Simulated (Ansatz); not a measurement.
# SiPbS3: the cost of one run

Program: Ansatz 0.2.0. Level of theory: DFT PBE, scalar-relativistic, plane waves, PAW. These are calculated values, not measurements.

## (1) The system as given

Symmetry: Pm-3m, No. 221, cubic system. Conventional cell: a = 5.038 Å, b = 5.038 Å, c = 5.038 Å, α = 90.00°, β = 90.00°, γ = 90.00°. Around Si (site symmetry m-3m) lie 12 S at 3.56 Å. Around Pb (site symmetry m-3m) lie 6 S at 2.52 Å. S (site symmetry 4/mmm) has 2 Pb at 2.52 Å as nearest neighbours.

Coordinates:

```
CELL_PARAMETERS angstrom
5.03818 0.00000 0.00000
0.00000 5.03818 0.00000
0.00000 0.00000 5.03818
ATOMIC_POSITIONS crystal
Si 0.00000 0.00000 0.00000
Pb 0.50000 0.50000 0.50000
S 0.00000 0.50000 0.50000
S 0.50000 0.00000 0.50000
S 0.50000 0.50000 0.00000
```

The cell is invented: species swapped into a database cell of Dy3AlC (Pm-3m, No. 221), with S on the Dy sites, Si on the Al sites and Pb on the C sites. Lengths come from tabulated atomic sizes and are only a guess.

## (2) Probe: one point on a coarse mesh

input.yaml

```yaml
crystal:
  lattice:
    - [5.03817803, 0.0, 0.0]
    - [0.0, 5.03817803, 0.0]
    - [0.0, 0.0, 5.03817803]
  atoms:
    - { symbol: Si, position: [0.0, 0.0, 0.0] }
    - { symbol: Pb, position: [0.5, 0.5, 0.5] }
    - { symbol: S, position: [0.0, 0.5, 0.5] }
    - { symbol: S, position: [0.5, 0.0, 0.5] }
    - { symbol: S, position: [0.5, 0.5, 0.0] }
basis:
  ecutwfc: 420
kpoints:
  mp_grid: { grid: [4, 4, 4] }
hamiltonian:
  xc: pbe
scf:
  occupations: { method: gaussian, width: 0.1 }
  lower_state_search: "off"
output:
  forces: true
  stress: true
  eigenvalues: true
```

Command:

```bash
ansatz run input.yaml --threads 1 --pin off --max-ram 2560MiB --backend cpu --events-out ev --progress --plain --runs-dir out
```

Q: Estimate wall time and peak memory on 1 thread of Intel Xeon, shared host.

About 2.5 s, with a peak of 0.39 GiB.
